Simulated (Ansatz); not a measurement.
# Te2Mo: the cost of one run

Method: DFT PBEsol, scalar-relativistic, plane waves, PAW, and further levels as typed in the inputs, in Ansatz 0.2.0.

### 1 Starting point

The structure is hexagonal, space group P-6m2 (No. 187). The conventional cell has a = 3.518 Å, b = 3.518 Å, c = 18.000 Å, α = 90.00°, β = 90.00°, γ = 120.00°. Around Mo (site symmetry -6m2) lie 6 Te at 2.72 Å. Around Te (site symmetry 3m) lie 3 Mo at 2.72 Å.

Coordinates:

```cif
data_structure
_symmetry_space_group_name_H-M 'P-6m2'
_symmetry_Int_Tables_number 187
_cell_length_a 3.5182
_cell_length_b 3.5182
_cell_length_c 18.0000
_cell_angle_alpha 90.000
_cell_angle_beta 90.000
_cell_angle_gamma 120.000
_cell_volume 192.95
loop_
_atom_site_label
_atom_site_type_symbol
_atom_site_symmetry_multiplicity
_atom_site_Wyckoff_symbol
_atom_site_fract_x
_atom_site_fract_y
_atom_site_fract_z
_atom_site_occupancy
Mo1 Mo 1 b 0.00000 0.00000 0.50000 1
Te1 Te 2 h 0.33333 0.66667 0.60056 1
```

### 2 Relaxing the atoms: Te2Mo sheet, no spin

File input.yaml:

```yaml
crystal:
  lattice:
    - [3.5182, 0.0, 0.0]
    - [-1.7591, 3.0468505756, 0.0]
    - [0.0, 0.0, 18.0]
  atoms:
    - { symbol: Mo, position: [0.0, 0.0, 0.5] }
    - { symbol: Te, position: [0.333333, 0.666667, 0.600556] }
    - { symbol: Te, position: [0.333333, 0.666667, 0.399444] }
scf:
  occupations: { method: gaussian, width: 0.05 }
output:
  forces: true
  stress: false
hamiltonian:
  xc: pbesol
kpoints:
  mp_grid: { grid: [12, 12, 1] }
relax:
  f_tol: 0.003
```

Command:

```
$ ansatz run input.yaml --threads 4 --pin off --max-ram 12288MiB --backend cpu --events-out ev --progress --plain --runs-dir out
```

What time and memory should one allow on 4 threads of Intel Xeon Platinum 8375C at 2.90GHz (Ice Lake), shared host?

About 5.8 s, with a peak of 0.55 GiB.
